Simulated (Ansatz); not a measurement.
# B6H10N: the cost of one run

Method: DFT, PBE, plane-wave PAW, default files, scalar-relativistic, in Ansatz 0.2.0.

### Step 1. The starting structure

Symmetry: Fm-3, No. 202, cubic system. Conventional cell: a = 10.878 Å, b = 10.878 Å, c = 10.878 Å, α = 90.00°, β = 90.00°, γ = 90.00°. B (site symmetry m) is surrounded by 1 H at 1.15 Å. H (site symmetry 3) has 1 N at 0.85 Å as nearest neighbours. H (site symmetry m) is surrounded by 1 B at 1.15 Å. N (site symmetry 23) has 4 H at 0.85 Å as nearest neighbours.

As a file:

```
B H N
1.0
     0.00000    5.43905    5.43905
     5.43905    0.00000    5.43905
     5.43905    5.43905    0.00000
B H N
12 20 2
Cartesian
  5.4390 1.4457 6.3297
  5.4390 9.4324 6.3297
  5.4390 9.4324 4.5484
  5.4390 1.4457 4.5484
  6.3297 5.4390 1.4457
  6.3297 5.4390 9.4324
  4.5484 5.4390 9.4324
  4.5484 5.4390 1.4457
  1.4457 6.3297 5.4390
  9.4324 6.3297 5.4390
  9.4324 4.5484 5.4390
  1.4457 4.5484 5.4390
  2.2300 2.2300 2.2300
  3.2090 3.2090 2.2300
  2.2300 3.2090 3.2090
  3.2090 2.2300 3.2090
  8.6481 8.6481 8.6481
  7.6691 7.6691 8.6481
  8.6481 7.6691 7.6691
  7.6691 8.6481 7.6691
  5.4390 2.4280 6.9228
  5.4390 8.4501 6.9228
  5.4390 8.4501 3.9553
  5.4390 2.4280 3.9553
  6.9228 5.4390 2.4280
  6.9228 5.4390 8.4501
  3.9553 5.4390 8.4501
  3.9553 5.4390 2.4280
  2.4280 6.9228 5.4390
  8.4501 6.9228 5.4390
  8.4501 3.9553 5.4390
  2.4280 3.9553 5.4390
  2.7195 2.7195 2.7195
  8.1586 8.1586 8.1586
```

### Step 2. Relaxing the atoms in the given cell

Input file input.yaml:

```yaml
crystal:
  lattice:
    - [0.0, 5.43905, 5.43905]
    - [5.43905, 0.0, 5.43905]
    - [5.43905, 5.43905, 0.0]
  atoms:
    - { symbol: B, position: [0.21478, 0.94898, 0.05102] }
    - { symbol: B, position: [0.94898, 0.21478, 0.78522] }
    - { symbol: B, position: [0.78522, 0.05102, 0.94898] }
    - { symbol: B, position: [0.05102, 0.78522, 0.21478] }
    - { symbol: B, position: [0.05102, 0.21478, 0.94898] }
    - { symbol: B, position: [0.78522, 0.94898, 0.21478] }
    - { symbol: B, position: [0.94898, 0.78522, 0.05102] }
    - { symbol: B, position: [0.21478, 0.05102, 0.78522] }
    - { symbol: B, position: [0.94898, 0.05102, 0.21478] }
    - { symbol: B, position: [0.21478, 0.78522, 0.94898] }
    - { symbol: B, position: [0.05102, 0.94898, 0.78522] }
    - { symbol: B, position: [0.78522, 0.21478, 0.05102] }
    - { symbol: H, position: [0.205, 0.205, 0.205] }
    - { symbol: H, position: [0.205, 0.205, 0.385] }
    - { symbol: H, position: [0.385, 0.205, 0.205] }
    - { symbol: H, position: [0.205, 0.385, 0.205] }
    - { symbol: H, position: [0.795, 0.795, 0.795] }
    - { symbol: H, position: [0.795, 0.795, 0.615] }
    - { symbol: H, position: [0.615, 0.795, 0.795] }
    - { symbol: H, position: [0.795, 0.615, 0.795] }
    - { symbol: H, position: [0.3596, 0.9132, 0.0868] }
    - { symbol: H, position: [0.9132, 0.3596, 0.6404] }
    - { symbol: H, position: [0.6404, 0.0868, 0.9132] }
    - { symbol: H, position: [0.0868, 0.6404, 0.3596] }
    - { symbol: H, position: [0.0868, 0.3596, 0.9132] }
    - { symbol: H, position: [0.6404, 0.9132, 0.3596] }
    - { symbol: H, position: [0.9132, 0.6404, 0.0868] }
    - { symbol: H, position: [0.3596, 0.0868, 0.6404] }
    - { symbol: H, position: [0.9132, 0.0868, 0.3596] }
    - { symbol: H, position: [0.3596, 0.6404, 0.9132] }
    - { symbol: H, position: [0.0868, 0.9132, 0.6404] }
    - { symbol: H, position: [0.6404, 0.3596, 0.0868] }
    - { symbol: "N", position: [0.25, 0.25, 0.25] }
    - { symbol: "N", position: [0.75, 0.75, 0.75] }
kpoints:
  mp_grid: { grid: [4, 4, 4] }
scf:
  occupations: { method: fermi_dirac, width: 0.05 }
hamiltonian:
  xc: pbe
  pseudopotentials: { kind: paw }
output:
  forces: true
  stress: true
  populations: true
  efg:
    quadrupole_moments_barn: { B: 0.04059, H: 0.00285783, "N": 0.02044 }
    contact_densities: true
  write_density: true
  write_potential: true
  elf: true
  volumetric_format: npy
relax:
  f_tol: 0.02
  max_steps: 60
```

Started as:

```bash
$ ansatz run input.yaml --threads 1 --pin off --max-ram 2560MiB --backend cpu --events-out ev --progress --plain --runs-dir out
```

Q: Estimate wall time and peak memory on 1 thread of an x86-64 CPU, shared host.

About 49 s, with a peak of 0.68 GiB.
